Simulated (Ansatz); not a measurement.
# C₂H₈AlB: small, medium and large basis sets

How large a basis does C₂H₈AlB need? Two functionals are run in growing sets.

The runs use Ansatz 0.2.0, Gaussian basis; one geometry, several basis sets.

The runs, in order: PBE0-D4/def2-SVP; ωB97M-V/def2-SVP; PBE0-D4/def2-QZVPP; ωB97M-V/def2-QZVPP; the functionals' def2-TZVPP values are taken from earlier runs.

## Step 1: The relaxed structure

An earlier PBE0-D4 in a triple-zeta def2 set relaxation fixed the geometry.

SMILES `CC[BH][AlH2]`, 12 atoms, charge 0, spin multiplicity 1.

Atoms are counted from 1 here; the program's logs count them from 0.

Bond lengths: C1–C2 1.523 Å, C1–H5 1.095 Å, C1–H6 1.093 Å, C1–H7 1.094 Å, C2–B3 1.558 Å, C2–H8 1.105 Å, C2–H9 1.100 Å, B3–Al4 2.131 Å, B3–H10 1.207 Å, Al4–H11 1.597 Å, Al4–H12 1.597 Å. Angles: C2–C1–H5 111.0°, C2–C1–H6 112.6°, C2–C1–H7 111.0°, H5–C1–H6 107.2°, H5–C1–H7 107.5°, H6–C1–H7 107.3°, C1–C2–B3 118.8°, C1–C2–H8 110.4°, C1–C2–H9 111.2°, B3–C2–H8 103.4°, B3–C2–H9 109.0°, H8–C2–H9 102.5°, C2–B3–Al4 125.8°, C2–B3–H10 115.1°, Al4–B3–H10 119.1°, B3–Al4–H11 121.7°, B3–Al4–H12 121.5°, H11–Al4–H12 116.7°.

## Step 2: PBE0-D4 in def2-SVP

The input, in.yaml:

```yaml
crystal:
  periodic: [false, false, false]
  atoms:
    - {symbol: C, position_ang: [-0.617044, 1.363287, -0.364938]}
    - {symbol: C, position_ang: [0.019968, 0.750962, 0.875019]}
    - {symbol: B, position_ang: [0.608855, -0.689123, 0.784640]}
    - {symbol: Al, position_ang: [0.432920, -2.004178, -0.882427]}
    - {symbol: H, position_ang: [-1.424137, 0.729499, -0.745906]}
    - {symbol: H, position_ang: [-1.044559, 2.350937, -0.173249]}
    - {symbol: H, position_ang: [0.117239, 1.477736, -1.167436]}
    - {symbol: H, position_ang: [-0.720742, 0.674587, 1.691831]}
    - {symbol: H, position_ang: [0.778738, 1.421309, 1.303867]}
    - {symbol: H, position_ang: [1.183021, -1.070163, 1.775232]}
    - {symbol: H, position_ang: [-0.814180, -2.987256, -1.048214]}
    - {symbol: H, position_ang: [1.556920, -2.072899, -2.014221]}
basis:
  gaussian: {orbitals: def2-SVP}
hamiltonian: {xc: pbe0, dispersion: d4}
output: {orbitals: {seedname: orbitals}}
```

Started as:

```bash
$ ansatz run in.yaml --threads 2 --pin off --events-out ev --progress --plain --max-ram 4352MiB
```

Log:

```text
Functional definition: PBE0
  name "PBE0"
  cite "Adamo & Barone, J. Chem. Phys. 110, 6158 (1999) doi:10.1063/1.478522"
  cite "Perdew, Burke & Ernzerhof, Phys. Rev. Lett. 77, 3865 (1996) doi:10.1103/PhysRevLett.77.3865"
  parent pbe
  parameter a = 0.25
  parameter kappa = 0.804
  parameter beta = 0.06672455060314922
  exchange = (1 - a)*pbe_x(kappa = kappa, mu = beta*pi^2/3) + a*exact_x
  correlation = pbe_c(beta = beta)
1160 factors; their error is unknown
mean field evaluation 1: about -9459.4406 eV, gradient 4.6e1 eV
mean field evaluation 2: about -9457.5479 eV, gradient 5.3e1 eV
mean field evaluation 4: about -9465.1178 eV, gradient 1.2e0 eV
mean field evaluation 8: about -9465.2160 eV, gradient 3.5e-2 eV
mean field -9465.21597824 eV, -347.8402714466 hartree, gradient 7.6e-5 eV, S^2 0.000000; 0 other end points of the search recorded, 0 dependent functions left out
reference -9465.21601078 eV, -347.8402726424 hartree; 19, 19 occupied and 81, 81 virtual orbitals, 1160 factors
Total energy: -9465.38759813 eV, -347.8465783611 hartree
```

Wall time 1.5 s (2 threads of Arm Neoverse V1, shared host).

## Step 3: ωB97M-V in def2-SVP

in.yaml: that of step 2 with these lines changed.

```diff
@@ -17,3 +17,3 @@
   gaussian: {orbitals: def2-SVP}
-hamiltonian: {xc: pbe0, dispersion: d4}
+hamiltonian: {xc: {name: wB97M-V}}
 output: {orbitals: {seedname: orbitals}}
```

Launched as before.

Log, cut to the lines that bear on the results:

```text
Functional definition: wB97M-V
  name "wB97M-V"
  cite "Mardirossian & Head-Gordon, J. Chem. Phys. 144, 214110 (2016) doi:10.1063/1.4952647"
  cite "Becke, J. Chem. Phys. 107, 8554 (1997) doi:10.1063/1.475007"
  cite "Vydrov & Van Voorhis, J. Chem. Phys. 133, 244103 (2010) doi:10.1063/1.3521275"
  # Of w^i u^j: cxij and so on, Table III.
[...]
  gx(w, u) = 1 - cx + cx01*u + cx10*w
  gss(w, u) = css00 + css04*u^4 + css10*w + css20*w^2 + css43*w^4*u^3
  gos(w, u) = cos00 + cos10*w + (cos20 + cos21*u)*w^2 + (cos60 + cos61*u)*w^6
[...]
      + integral(e_c_pw_mod_opposite_spin*gos(b97_w_opposite, b97_u_opposite)) + vv10(b, c)
1141 factors; their error is unknown
330 factors; integrals over basis functions are off by at most 1.2e-5 eV
[...]
mean field -9469.43743077 eV, -347.9954069657 hartree, gradient 6.3e-5 eV, S^2 0.000000; 0 other end points of the search recorded, 0 dependent functions left out
reference -9469.43748344 eV, -347.9954089011 hartree; 19, 19 occupied and 81, 81 virtual orbitals, 1141 factors
Total energy: -9469.43748344 eV, -347.9954089011 hartree
```

It took 7 s on 2 threads of Arm Neoverse V1, shared host.

## Step 4: PBE0-D4 in def2-QZVPP

in.yaml: that of step 3 with these lines changed.

```diff
@@ -16,4 +16,4 @@
 basis:
-  gaussian: {orbitals: def2-SVP}
-hamiltonian: {xc: {name: wB97M-V}}
+  gaussian: {orbitals: "def2-QZVPP.json"}
+hamiltonian: {xc: pbe0, dispersion: d4}
 output: {orbitals: {seedname: orbitals}}
```

Launched as before.

Log:

```text
Functional definition: PBE0
  name "PBE0"
  cite "Adamo & Barone, J. Chem. Phys. 110, 6158 (1999) doi:10.1063/1.478522"
  cite "Perdew, Burke & Ernzerhof, Phys. Rev. Lett. 77, 3865 (1996) doi:10.1103/PhysRevLett.77.3865"
  parent pbe
  parameter a = 0.25
  parameter kappa = 0.804
  parameter beta = 0.06672455060314922
  exchange = (1 - a)*pbe_x(kappa = kappa, mu = beta*pi^2/3) + a*exact_x
  correlation = pbe_c(beta = beta)
1456 factors; their error is unknown
mean field evaluation 1: about -9462.0347 eV, gradient 6.1e1 eV
mean field evaluation 2: about -9456.1584 eV, gradient 7.4e1 eV
mean field evaluation 4: about -9470.9385 eV, gradient 2.6e0 eV
mean field evaluation 8: about -9470.9532 eV, gradient 2.9e-2 eV
mean field evaluation 16: about -9470.9560 eV, gradient 1.9e-5 eV
mean field -9470.95598247 eV, -348.0512127114 hartree, gradient 1.9e-5 eV, S^2 0.000000; 0 other end points of the search recorded, 0 dependent functions left out
reference -9470.95603368 eV, -348.0512145931 hartree; 19, 19 occupied and 462, 462 virtual orbitals, 1456 factors
Total energy: -9471.12762102 eV, -348.0575203117 hartree
```

Run time: 14 s. Hardware: 2 threads of Arm Neoverse V1, shared host; peak memory 1.4 GiB.

## Step 5: ωB97M-V in def2-QZVPP

in.yaml: that of step 4 with these lines changed.

```diff
@@ -17,3 +17,3 @@
   gaussian: {orbitals: "def2-QZVPP.json"}
-hamiltonian: {xc: pbe0, dispersion: d4}
+hamiltonian: {xc: {name: wB97M-V}}
 output: {orbitals: {seedname: orbitals}}
```

Same command.

Log, cut to the lines that bear on the results:

```text
Functional definition: wB97M-V
  name "wB97M-V"
  cite "Mardirossian & Head-Gordon, J. Chem. Phys. 144, 214110 (2016) doi:10.1063/1.4952647"
  cite "Becke, J. Chem. Phys. 107, 8554 (1997) doi:10.1063/1.475007"
  cite "Vydrov & Van Voorhis, J. Chem. Phys. 133, 244103 (2010) doi:10.1063/1.3521275"
  # Of w^i u^j: cxij and so on, Table III.
[...]
  gx(w, u) = 1 - cx + cx01*u + cx10*w
  gss(w, u) = css00 + css04*u^4 + css10*w + css20*w^2 + css43*w^4*u^3
  gos(w, u) = cos00 + cos10*w + (cos20 + cos21*u)*w^2 + (cos60 + cos61*u)*w^6
[...]
      + integral(e_c_pw_mod_opposite_spin*gos(b97_w_opposite, b97_u_opposite)) + vv10(b, c)
1413 factors; their error is unknown
438 factors; integrals over basis functions are off by at most 1.2e-5 eV
[...]
mean field -9475.40917218 eV, -348.2148644148 hartree, gradient 3.8e-5 eV, S^2 0.000000; 0 other end points of the search recorded, 0 dependent functions left out
reference -9475.40925463 eV, -348.2148674446 hartree; 19, 19 occupied and 462, 462 virtual orbitals, 1413 factors
Total energy: -9475.40925463 eV, -348.2148674446 hartree
```

It took 34 s on 2 threads of Arm Neoverse V1, shared host; peak memory 1.7 GiB.

## Step 6: Functionals by basis

The def2-TZVPP values come from earlier runs at the same geometry.

```csv
functional,basis,functions,energy (eV),from the largest (eV),HOMO (eV),LUMO (eV)
PBE0-D4,def2-SVP,100,-9465.3876,5.740,-6.99,-1.70
PBE0-D4,def2-TZVPP,247,-9470.7532,0.374,-7.01,-1.75
PBE0-D4,def2-QZVPP,481,-9471.1276,0.000,-7.01,-1.76
ωB97M-V,def2-SVP,100,-9469.4375,5.972,-9.09,0.28
ωB97M-V,def2-TZVPP,247,-9475.0406,0.369,-9.13,0.15
ωB97M-V,def2-QZVPP,481,-9475.4093,0.000,-9.13,0.01
```

## Step 7: Summary of results

| quantity | value |
| --- | --- |
| PBE0-D4: double and triple zeta above quadruple | 5.74, 0.37 eV |
| ωB97M-V: double and triple zeta above quadruple | 5.97, 0.37 eV |

**Reading.** For PBE0-D4 the step from double to triple zeta gains 5.37 eV and the next only 0.37 eV. These are total energies; as a rule much of such shifts cancels in differences, which this series doesn't test.

For PBE0-D4 the largest set took about 9 times as long as the smallest (14 s against 1.5 s).
